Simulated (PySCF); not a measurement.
# AuSe: bond curves at several levels of theory

What are the lowest state that PBE0 finds, the bond length, vibrational wavenumber and bond energy of AuSe, and how much do these hang on the method?

Program: PySCF 2.14.0. Level of theory: Au def2-TZVPP with ECP60, Se def2-TZVPP, scalar-relativistic core potentials. These are calculated values, not measurements.

**1. Set-up**

A driver script around PySCF takes these settings:

| Quantity | Value |
| --- | --- |
| atoms | Au, Se |
| charge | 0 |
| basis | Au def2-TZVPP with ECP60, Se def2-TZVPP |
| Hamiltonian | scalar-relativistic core potentials |
| basis functions | 104 |
| electrons treated | 53 |
| masses in u | 196.9666, 79.9165 |
| levels | PBE0, PBE, r²SCAN, M06-L, M06-2X, B2PLYP, B3LYP, ωB97X-V, HF, MP2, SCS-MP2 |
| grid | 80 radial by 434 angular points |
| occupations | held fixed by the projection of orbital angular momentum |
| dissociation limit | Au + Se, each in its ground configuration |
| starting distance in angstrom | 2.340 |
| values of 2S to try | 1, 3, 5 |

The run is started by

```
OMP_NUM_THREADS=2 python dia.py task.json out
```

Further steps of the session: The PBE0 curve of the state that the search chose; Excited determinants; PBE (GGA); r²SCAN (meta-GGA); M06-L (meta-GGA); M06-2X; B2PLYP; B3LYP; ωB97X-V (range-separated hybrid); UHF (mean field).

**Question.** What will these runs give? Wanted: for each run, Re; ωe; De; μ.

As calculated:

Lowest PBE0 solution found, without spin–orbit coupling: ²Π (doublet), unpaired electrons π ↑. State 2 has its PBE0 minimum 1.38 eV higher. The other levels ran on the lowest alone.

| level | Re (Å) | ωe (cm⁻¹) | De (eV) | μ (D) |
| --- | --- | --- | --- | --- |
| UHF | 2.414 | 225.9 | 0.95 | -4.18 |
| UHF-MP2 | 2.266 | 283.8 | 2.41 | n/a |
| UHF-SCS-MP2 | 2.292 | 270.7 | 2.23 | n/a |
| PBE | 2.317 | 257.0 | 2.68 | -1.87 |
| r²SCAN | 2.300 | 265.9 | 2.66 | -2.17 |
| M06-L | 2.343 | 247.4 | 2.47 | -2.38 |
| B3LYP | 2.343 | 244.2 | 2.29 | -2.14 |
| PBE0 | 2.317 | 256.4 | 2.40 | -2.41 |
| M06-2X | 2.340 | 239.1 | 1.97 | -2.82 |
| ωB97X-V | 2.323 | 257.2 | 2.37 | -2.99 |
| B2PLYP | 2.318 | 256.5 | 2.33 | -2.88 |

De is counted to Au + Se in their ground configurations. A positive dipole means Au(−)Se(+).

**Reading.** The methods spread over 0.148 Å in bond length, from UHF-MP2 to UHF. Of the levels with a De here, UHF gives the least (0.95 eV) and PBE the most (2.68 eV).

Correlated steps freeze 9 core orbitals. These are scalar-relativistic numbers at best; spin–orbit coupling would shift them, the dissociation energy most. B2PLYP dipoles, levels and charges come from its SCF part alone. The state is the lowest single determinant that the PBE0 search found; with open d or f shells the true ground state can be another one. With spin–orbit coupling the term label itself may not hold.
